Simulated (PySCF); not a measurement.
# C4H7BS: the cost of one run

Computed with PySCF 2.14.0, with density-fitted response routines of our own, on a single molecule in the gas phase. Atoms count from 0, in the outputs and in this text.

## (1) The starting structure

13 atoms, charge 0, multiplicity 1; geometry from: GFN2-xTB. The atoms were then displaced at random by about 0.01 Å, so the start is not that level's minimum.

Bonds of the start (Å): B0–C1 1.58, C1–C2 1.49, C2–C3 1.38, C3–S4 1.73, S4–C5 1.83, C5–C1 1.53, B0–H6 1.17, B0–H7 1.15, C1–H8 1.07, C2–H9 1.07, C3–H10 1.04, C5–H11 1.08, C5–H12 1.10.

## (2) Relaxing the molecule at PBE0-D3(BJ)/def2-SVP

What the job is given:

```
{"job": {"xc": "PBE0", "basis": "def2-SVP", "d3": "d3bj", "grid": 1, "shake": 0.01, "kind": "geom"}, "charge": 0, "multiplicity": 1}
B     -1.147280    -0.927210     0.526710
C     -0.617930     0.073970    -0.571490
C      0.584340    -0.806690    -0.457340
C      1.610220    -0.296210     0.319880
S      1.293920     1.302200     0.893790
C     -0.210220     1.486970    -0.140380
H     -1.053780    -0.626510     1.654320
H     -1.664930    -1.896950     0.195980
H     -1.043880     0.081250    -1.549060
H      0.682470    -1.751490    -0.947560
H      2.500150    -0.768120     0.595340
H     -0.963840     1.981810     0.461850
H      0.036570     2.130080    -0.992370
```

Run with:

```bash
$ OMP_NUM_THREADS=1 python probes_run.py task.json out
```

This one command runs all jobs of the session in turn.

**Question.** How long does this first job take on 1 thread of Arm Neoverse N1, shared host, and how much memory does it need?

About 59 s, with a peak of 0.5 GiB.
